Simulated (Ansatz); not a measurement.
# Mn2Hg5: the cost of one run

Computed with Ansatz 0.2.0 (DFT PBE, scalar-relativistic, plane waves, PAW, unless a step's input says otherwise).

## (1) The starting structure

Symmetry: P4/mbm, No. 127, tetragonal system. Conventional cell: a = 9.758 Å, b = 9.758 Å, c = 2.998 Å, α = 90.00°, β = 90.00°, γ = 90.00°. Around Mn (site symmetry m2m) lie 10 Hg at 2.90 to 3.02 Å and 2 Mn at 3.00 Å. Hg (site symmetry m) has 4 Mn at 2.93 to 3.02 Å and 6 Hg at 2.95 to 3.22 Å as nearest neighbours. Around Hg (site symmetry mmm) lie 4 Mn at 2.90 Å and 6 Hg at 2.95 to 3.00 Å.

Coordinates:

```xyz
14
Lattice="9.7577 0.0000 0.0000 0.0000 9.7577 0.0000 0.0000 0.0000 2.9980" Properties=species:S:1:pos:R:3 pbc="T T T"
Mn    1.7564    6.6352    1.4990
Mn    3.1225    1.7564    1.4990
Mn    8.0013    3.1225    1.4990
Mn    6.6352    8.0013    1.4990
Hg    0.6147    1.9906    0.0000
Hg    7.7671    0.6147    0.0000
Hg    9.1430    7.7671    0.0000
Hg    1.9906    9.1430    0.0000
Hg    5.4936    2.8883    0.0000
Hg    2.8883    4.2641    0.0000
Hg    4.2641    6.8694    0.0000
Hg    6.8694    5.4936    0.0000
Hg    0.0000    4.8788    0.0000
Hg    4.8788    0.0000    0.0000
```

(A quick probe on a coarse mesh, which set the mesh and smearing, is not shown.)

## (3) The relaxation

Input file input.yaml:

```yaml
crystal:
  lattice:
    - [9.7577, 0.0, 0.0]
    - [0.0, 9.7577, 0.0]
    - [0.0, 0.0, 2.998]
  atoms:
    - { symbol: Mn, position: [0.18, 0.68, 0.5], spin: 4.19 }
    - { symbol: Mn, position: [0.32, 0.18, 0.5], spin: 4.19 }
    - { symbol: Mn, position: [0.82, 0.32, 0.5], spin: 4.19 }
    - { symbol: Mn, position: [0.68, 0.82, 0.5], spin: 4.19 }
    - { symbol: Hg, position: [0.063, 0.204, 0.0] }
    - { symbol: Hg, position: [0.796, 0.063, 0.0] }
    - { symbol: Hg, position: [0.937, 0.796, 0.0] }
    - { symbol: Hg, position: [0.204, 0.937, 0.0] }
    - { symbol: Hg, position: [0.563, 0.296, 0.0] }
    - { symbol: Hg, position: [0.296, 0.437, 0.0] }
    - { symbol: Hg, position: [0.437, 0.704, 0.0] }
    - { symbol: Hg, position: [0.704, 0.563, 0.0] }
    - { symbol: Hg, position: [0.0, 0.5, 0.0] }
    - { symbol: Hg, position: [0.5, 0.0, 0.0] }
basis:
  ecutwfc: 420
kpoints:
  mp_grid: { grid: [4, 4, 12] }
hamiltonian:
  xc: pbe
scf:
  occupations: { method: gaussian, width: 0.1 }
output:
  forces: true
  stress: true
  eigenvalues: true
  populations: true
magnetization:
  spin_polarized: true
relax:
  adjacent_minimum: "off"
  f_tol: 0.01
  max_steps: 80
  cell: { stress_tol: 0.05 }
```

Started as:

```
$ ansatz run input.yaml --threads 4 --pin off --max-ram 10240MiB --backend cpu --events-out ev --progress --plain --runs-dir out
```

What time and memory should one allow on 4 threads of Intel Xeon Platinum 8259CL at 2.50GHz (Skylake/Cascade Lake), shared host?

About 11 min, with a peak of 3.2 GiB.
